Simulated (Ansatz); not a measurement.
CsLiCr2Te2S3:

```xyz
9
Lattice="3.4216 -5.1807 0.0078 3.4216 5.1807 0.0078 -2.9041 0.0000 7.4309" Properties=species:S:1:pos:R:3 pbc="T T T"
Cs    0.6167    0.0000    0.0649
Li    2.4219    0.0000    4.1212
Cr    0.1728    2.1297    4.1498
Cr    0.1728   -2.1297    4.1498
Te    4.0786    1.5993    2.1688
Te    4.0786   -1.5993    2.1688
S     2.0049   -2.1476    5.4598
S     2.0049    2.1476    5.4598
S     0.0600    0.0000    3.5978
```

The cell was built by a generator and needn't be a form met in nature.

Base run:

```yaml
Program: Ansatz 0.2.0
Functional: PBE
Potentials_or_basis: Ansatz PAW
Cutoff: "420 eV (not typed: the program's choice for these potentials)"
k_mesh: 5 × 5 × 4
Occupations: fermi-dirac, width 0.05 eV
Spin: collinear spin, ferromagnetic start
Starting_moments: "[0.0, 0.0, 3.0, 3.0, 0.0, 0.0, 0.0, 0.0, 0.0] μB"
Hubbard_terms: Cr d U = 2 eV
```

Its results: band gap on the k mesh none (metal or under the smearing width); pressure 1.8 GPa; net moment 4.72 μB per cell; site moments Cs -0.00; Li -0.00; Cr +2.54; Te -0.17; S -0.14 μB; largest force 0.825 eV/Å.

After a change of settings the same cell gave: band gap on the k mesh none (metal or under the smearing width); pressure 3.6 GPa; net moment 5.59 μB per cell; site moments Cs -0.00; Li -0.00; Cr +2.92; Te -0.13; S -0.22 μB; largest force 1.940 eV/Å. Which change was it?
A. functional from PBE to RPBE; hubbard terms from Cr d U = 2 eV to none; hubbard projectors from ortho-atomic (the default) to none
B. hubbard terms from Cr d U = 2 eV to Cr d U = 8 eV
C. potentials or basis from Ansatz PAW to JTH PAW; cutoff from 420 eV (not typed: the program's choice for these potentials) to 1230 eV (not typed: the program's choice for these potentials); hubbard terms from Cr d U = 2 eV to none; hubbard projectors from ortho-atomic (the default) to none; valence electrons from 90 to 70
D. hubbard terms from Cr d U = 2 eV to Cr d U = 4 eV

D.

Caveats: the magnetic or orbital state may not be the lowest; only a ferromagnetic start was run, and an antiferromagnetic order may lie lower in energy; forces of over 1 eV/Å show positions far from the minimum, so gaps and moduli don't describe the material at rest (some runs).
